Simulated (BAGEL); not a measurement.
# C4H12Ge (tetramethylgermane) at HF/6-31G(d) (density fitting with cc-pvqz-jkfit, spherical functions)

Aim: the energy change on altering one bond length of C4H12Ge (tetramethylgermane) at HF/6-31G* (density fitting with cc-pvqz-jkfit, spherical functions), from 2 runs. 

The calculation is run with BAGEL 1.2.2.

### 1 Starting point

The species is C4H12Ge (17 atoms), meant as a singlet with charge 0. SMILES: `[CH3][Ge]([CH3])([CH3])[CH3]`. The coordinates come from a PBE0-D4/def2-TZVP relaxation.

Bond lengths: C1–Ge2 1.959 Å, Ge2–C3 1.959 Å, Ge2–C4 1.959 Å, Ge2–C5 1.959 Å, C1–H6 1.092 Å, C1–H7 1.092 Å, C1–H8 1.092 Å, C3–H9 1.092 Å, C3–H10 1.092 Å, C3–H11 1.092 Å, C4–H12 1.092 Å, C4–H13 1.092 Å, C4–H14 1.092 Å, C5–H15 1.092 Å, C5–H16 1.092 Å, C5–H17 1.092 Å. Some angles: C1–Ge2–C3 109.5°, C1–Ge2–C4 109.5°, C1–Ge2–C5 109.5°, C3–Ge2–C4 109.5°, C3–Ge2–C5 109.5°, C4–Ge2–C5 109.5°, Ge2–C1–H6 110.7°, Ge2–C1–H7 110.7°, Ge2–C1–H8 110.7°, Ge2–C3–H9 110.7°.

### 2 The energy at HF/6-31G(d) (density fitting with cc-pvqz-jkfit, spherical functions)

calc.json reads:

```json
{ "bagel" : [

{
  "title" : "molecule",
  "basis" : "6-31gs.json",
  "df_basis" : "cc-pvqz-jkfit",
  "angstrom" : true,
  "geometry" : [
    { "atom" : "C", "xyz" : [      -0.367480,       0.718160,      -1.784830 ] },
    { "atom" : "Ge", "xyz" : [      -0.000050,       0.000060,       0.000040 ] },
    { "atom" : "C", "xyz" : [       1.899890,       0.229070,       0.417460 ] },
    { "atom" : "C", "xyz" : [      -0.452680,      -1.905120,       0.043200 ] },
    { "atom" : "C", "xyz" : [      -1.079730,       0.957890,       1.324170 ] },
    { "atom" : "H", "xyz" : [      -0.121990,       1.781080,      -1.830470 ] },
    { "atom" : "H", "xyz" : [       0.225690,       0.197440,      -2.539250 ] },
    { "atom" : "H", "xyz" : [      -1.422960,       0.599720,      -2.037950 ] },
    { "atom" : "H", "xyz" : [       2.126410,      -0.165000,       1.410210 ] },
    { "atom" : "H", "xyz" : [       2.173880,       1.285800,       0.398230 ] },
    { "atom" : "H", "xyz" : [       2.520450,      -0.298470,      -0.309700 ] },
    { "atom" : "H", "xyz" : [      -0.254160,      -2.325970,       1.030950 ] },
    { "atom" : "H", "xyz" : [       0.138530,      -2.458280,      -0.689380 ] },
    { "atom" : "H", "xyz" : [      -1.509500,      -2.055290,      -0.186490 ] },
    { "atom" : "H", "xyz" : [      -2.144060,       0.843090,       1.109260 ] },
    { "atom" : "H", "xyz" : [      -0.889920,       0.572200,       2.327840 ] },
    { "atom" : "H", "xyz" : [      -0.842310,       2.023590,       1.316720 ] }
  ]
},

{
  "title" : "hf"
},

{
  "title" : "print",
  "file" : "orbitals.molden",
  "orbitals" : true
}

]}
```

The basis set 6-31G* is read from a file made from the Basis Set Exchange's data (not shown).

The run is started by

```
$ BAGEL_NUM_THREADS=1 BAGEL calc.json > calc.out
```

The log of the run:

```text
* using 1 threads per process

  ===============================================================
  ===============================================================

  *** Geometry ***

  { "atom" : "C", "xyz" : [     -0.694437,      1.357126,     -3.372840 ] },
  { "atom" : "Ge", "xyz" : [     -0.000094,      0.000113,      0.000076 ] },
  { "atom" : "C", "xyz" : [      3.590272,      0.432880,      0.788885 ] },
  { "atom" : "C", "xyz" : [     -0.855441,     -3.600155,      0.081636 ] },
  { "atom" : "C", "xyz" : [     -2.040394,      1.810150,      2.502319 ] },
  { "atom" : "H", "xyz" : [     -0.230528,      3.365753,     -3.459087 ] },
  { "atom" : "H", "xyz" : [      0.426492,      0.373108,     -4.798487 ] },
  { "atom" : "H", "xyz" : [     -2.689005,      1.133307,     -3.851167 ] },
  { "atom" : "H", "xyz" : [      4.018333,     -0.311805,      2.664911 ] },
  { "atom" : "H", "xyz" : [      4.108038,      2.429810,      0.752546 ] },
  { "atom" : "H", "xyz" : [      4.762960,     -0.564027,     -0.585248 ] },
  { "atom" : "H", "xyz" : [     -0.480293,     -4.395446,      1.948213 ] },
  { "atom" : "H", "xyz" : [      0.261784,     -4.645476,     -1.302739 ] },
  { "atom" : "H", "xyz" : [     -2.852542,     -3.883935,     -0.352415 ] },
  { "atom" : "H", "xyz" : [     -4.051686,      1.593209,      2.096198 ] },
  { "atom" : "H", "xyz" : [     -1.681705,      1.081301,      4.398980 ] },
  { "atom" : "H", "xyz" : [     -1.591735,      3.824031,      2.488240 ] },

  Number of auxiliary basis functions:     1254

  Since a DF basis is specified, we compute 2- and 3-index integrals:
    o Being stored without compression. Storage requirement is 0.126 GB

  Number of basis functions:      112
  Number of electrons      :       68

    * METHOD: MOLECULE                             2.26

  *** RHF ***

  === Nuclear Repulsion ===
   399.9948984814

      * DIIS with orbital gradients will be used.

  === RHF iteration (6-31gs.json) ===
      0      -2233.37043757          0.01241810           0.72
      1      -2233.52513882          0.00443343           0.72
      2      -2233.54649662          0.00111677           0.73
      3      -2233.54805298          0.00027822           0.72
      4      -2233.54809822          0.00004052           0.70
      5      -2233.54810137          0.00000525           0.68
      6      -2233.54810141          0.00000103           0.72
      7      -2233.54810141          0.00000024           0.69
      8      -2233.54810141          0.00000004           0.68
      9      -2233.54810141          0.00000001           0.72
    * SCF iteration converged.

    * Permanent dipole moment:
           (    0.000101,    -0.000139,    -0.000089) a.u.

    * METHOD: HF                                   8.25

    * METHOD: PRINT                                0.02

  ===============================================================
```

Run time: 11 s. Hardware: 1 thread of Arm Neoverse V2, shared host; peak memory 0.44 GiB.

### 3 The distorted shape

job.json reads:

```json
{ "bagel" : [

{
  "title" : "molecule",
  "basis" : "6-31gs.json",
  "df_basis" : "cc-pvqz-jkfit",
  "angstrom" : true,
  "geometry" : [
    { "atom" : "C", "xyz" : [       0.478011,       0.838301,      -1.601070 ] },
    { "atom" : "Ge", "xyz" : [       0.845441,       0.120201,       0.183800 ] },
    { "atom" : "C", "xyz" : [       2.745381,       0.349211,       0.601220 ] },
    { "atom" : "C", "xyz" : [       0.392811,      -1.784979,       0.226960 ] },
    { "atom" : "C", "xyz" : [      -0.234239,       1.078031,       1.507930 ] },
    { "atom" : "H", "xyz" : [       0.723501,       1.901221,      -1.646710 ] },
    { "atom" : "H", "xyz" : [       1.071181,       0.317581,      -2.355490 ] },
    { "atom" : "H", "xyz" : [      -0.577469,       0.719861,      -1.854190 ] },
    { "atom" : "H", "xyz" : [       2.971901,      -0.044859,       1.593970 ] },
    { "atom" : "H", "xyz" : [       3.019371,       1.405941,       0.581990 ] },
    { "atom" : "H", "xyz" : [       3.365941,      -0.178329,      -0.125940 ] },
    { "atom" : "H", "xyz" : [       0.591331,      -2.205829,       1.214710 ] },
    { "atom" : "H", "xyz" : [       0.984021,      -2.338139,      -0.505620 ] },
    { "atom" : "H", "xyz" : [      -1.509500,      -2.055290,      -0.186490 ] },
    { "atom" : "H", "xyz" : [      -1.298569,       0.963231,       1.293020 ] },
    { "atom" : "H", "xyz" : [      -0.044429,       0.692341,       2.511600 ] },
    { "atom" : "H", "xyz" : [       0.003181,       2.143731,       1.500480 ] }
  ]
},

{
  "title" : "hf"
},

{
  "title" : "print",
  "file" : "orbitals.molden",
  "orbitals" : true
}

]}
```

The basis set 6-31G* is read from a file made from the Basis Set Exchange's data (not shown).

The run is started by

```
$ BAGEL_NUM_THREADS=1 BAGEL job.json > job.out
```

The log of the run:

```text
* using 1 threads per process

  ===============================================================
  ===============================================================

  *** Geometry ***

  { "atom" : "C", "xyz" : [      0.903310,      1.584159,     -3.025584 ] },
  { "atom" : "Ge", "xyz" : [      1.597652,      0.227147,      0.347332 ] },
  { "atom" : "C", "xyz" : [      5.188018,      0.659913,      1.136141 ] },
  { "atom" : "C", "xyz" : [      0.742305,     -3.373121,      0.428892 ] },
  { "atom" : "C", "xyz" : [     -0.442648,      2.037183,      2.849575 ] },
  { "atom" : "H", "xyz" : [      1.367219,      3.592787,     -3.111831 ] },
  { "atom" : "H", "xyz" : [      2.024239,      0.600141,     -4.451231 ] },
  { "atom" : "H", "xyz" : [     -1.091258,      1.360340,     -3.503911 ] },
  { "atom" : "H", "xyz" : [      5.616079,     -0.084771,      3.012167 ] },
  { "atom" : "H", "xyz" : [      5.705784,      2.656843,      1.099802 ] },
  { "atom" : "H", "xyz" : [      6.360707,     -0.336993,     -0.237992 ] },
  { "atom" : "H", "xyz" : [      1.117454,     -4.168413,      2.295469 ] },
  { "atom" : "H", "xyz" : [      1.859530,     -4.418442,     -0.955483 ] },
  { "atom" : "H", "xyz" : [     -2.852542,     -3.883935,     -0.352415 ] },
  { "atom" : "H", "xyz" : [     -2.453940,      1.820243,      2.443454 ] },
  { "atom" : "H", "xyz" : [     -0.083959,      1.308335,      4.746236 ] },
  { "atom" : "H", "xyz" : [      0.006011,      4.051064,      2.835496 ] },

  Number of auxiliary basis functions:     1254

  Since a DF basis is specified, we compute 2- and 3-index integrals:
    o Being stored without compression. Storage requirement is 0.126 GB

  Number of basis functions:      112
  Number of electrons      :       68

    * METHOD: MOLECULE                             2.38

  *** RHF ***

  === Nuclear Repulsion ===
   396.7190768025

      * DIIS with orbital gradients will be used.

  === RHF iteration (6-31gs.json) ===
      0      -2233.21154478          0.01263368           0.65
      1      -2233.37383987          0.00517439           0.66
      2      -2233.40357270          0.00133556           0.66
      3      -2233.40609201          0.00038398           0.60
      4      -2233.40627322          0.00007706           0.55
      5      -2233.40629190          0.00001767           0.55
      6      -2233.40629302          0.00000489           0.55
      7      -2233.40629308          0.00000195           0.55
      8      -2233.40629309          0.00000036           0.60
      9      -2233.40629309          0.00000012           0.60
     10      -2233.40629309          0.00000004           0.68
     11      -2233.40629309          0.00000001           0.71
     12      -2233.40629309          0.00000001           0.67
    * SCF iteration converged.

    * Permanent dipole moment:
           (   -0.594963,    -0.163788,    -0.123350) a.u.

    * METHOD: HF                                   9.11

    * METHOD: PRINT                                0.02

  ===============================================================
```

Run time: 12 s. Hardware: 1 thread of Arm Neoverse V2, shared host; peak memory 0.44 GiB.

### 4 What came out

At HF/6-31G* (density fitting with cc-pvqz-jkfit, spherical functions):

```
                                                          quantity           value
                                         first shape: total energy  -2233.54810 Eh
                                        first shape: dipole moment          0.00 D
                                          first shape: HOMO energy       -10.98 eV
                                          first shape: LUMO energy         5.16 eV
                                        first shape: HOMO–LUMO gap        16.13 eV
                                     distorted shape: total energy  -2233.40629 Eh
                                    distorted shape: dipole moment          1.60 D
                                      distorted shape: HOMO energy        -9.77 eV
                                      distorted shape: LUMO energy         2.35 eV
                                    distorted shape: HOMO–LUMO gap        12.11 eV
energy change with the C4–H14 bond stretched from 1.092 to 1.965 Å        3.859 eV
```

**Reading.** With the C4–H14 bond stretched from 1.092 to 1.965 Å the energy rises by 3.86 eV (89 kcal/mol). The first shape isn't relaxed at this level, so the change isn't measured from a minimum. A restricted reference can't describe the breaking bond well at this length.
